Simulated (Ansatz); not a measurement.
Task: a single point from an input written key by key of C3H7NSi, SMILES N[SiH]1C=CC1, with Ansatz 0.2.0 through its Python package. Give the script and its output. Level of theory: Hartree-Fock, def2-SVP basis, multiplicity 1.

```xyz
12

N     0.0089    1.0675    1.7206
Si   -0.6249   -0.1028    0.6871
C    -0.5491    0.4753   -1.0823
C     0.5103   -0.3996   -1.4507
C     0.6460   -1.2123   -0.1552
H    -0.7279    1.8738    1.7693
H     0.8094    1.5359    1.2859
H    -1.9014   -0.6222    1.0730
H    -1.0304    1.2742   -1.5729
H     0.9238   -0.5482   -2.3948
H     1.6378   -1.1445    0.3162
H     0.3745   -2.2524   -0.1622
```

`c3h7nsi_deck.py`:
```python
"""C3H7NSi through the session interface."""

import logging
import sys

import ansatz as az

logging.basicConfig(stream=sys.stdout, format="[%(levelname)s] %(message)s")
log = logging.getLogger("ansatz_job")
log.setLevel(logging.INFO)

deck = {
    "crystal": {
        "periodic": [False, False, False],
        "atoms": [
            {"symbol": "N", "position_ang": [0.0089, 1.0675, 1.7206]},
            {"symbol": "Si", "position_ang": [-0.6249, -0.1028, 0.6871]},
            {"symbol": "C", "position_ang": [-0.5491, 0.4753, -1.0823]},
            {"symbol": "C", "position_ang": [0.5103, -0.3996, -1.4507]},
            {"symbol": "C", "position_ang": [0.646, -1.2123, -0.1552]},
            {"symbol": "H", "position_ang": [-0.7279, 1.8738, 1.7693]},
            {"symbol": "H", "position_ang": [0.8094, 1.5359, 1.2859]},
            {"symbol": "H", "position_ang": [-1.9014, -0.6222, 1.073]},
            {"symbol": "H", "position_ang": [-1.0304, 1.2742, -1.5729]},
            {"symbol": "H", "position_ang": [0.9238, -0.5482, -2.3948]},
            {"symbol": "H", "position_ang": [1.6378, -1.1445, 0.3162]},
            {"symbol": "H", "position_ang": [0.3745, -2.2524, -0.1622]},
        ],
    },
    "basis": {"gaussian": {"orbitals": "def2-SVP", "nuclear_model": "gaussian"}},
    "hamiltonian": {"xc": "hf"},
}
session = az.Session.from_dict(deck)
r = session.plan(threads=1).execute().report

for key in ("converged", "free_energy_ev", "reference_energy_ev", "n_frozen", "n_occupied", "n_virtual"):
    log.info(f"{key:22s} {r[key]}")
symbols = ["N", "Si", "C", "C", "C", "H", "H", "H", "H", "H", "H", "H"]
```

Output of `python c3h7nsi_deck.py`:
```text
[INFO] converged              True
[INFO] free_energy_ev         -12538.699695553483
[INFO] reference_energy_ev    -12538.699695553483
[INFO] n_frozen               0
[INFO] n_occupied             [23, 23]
[INFO] n_virtual              [86, 86]
```

Notes:
- The settings weren't tested for convergence.
- The geometry is a force-field or estimated start, not a minimum of this method, and the basis set is short of its limit.
- Wall time of the script: 5.4 s on 1 thread of Intel(R) Xeon(R) Processor @ 2.50GHz (Skylake/Cascade Lake) (shared host), peak memory 0.23 GiB.

(Lines on the test bed's own set-up are left out of the output.)
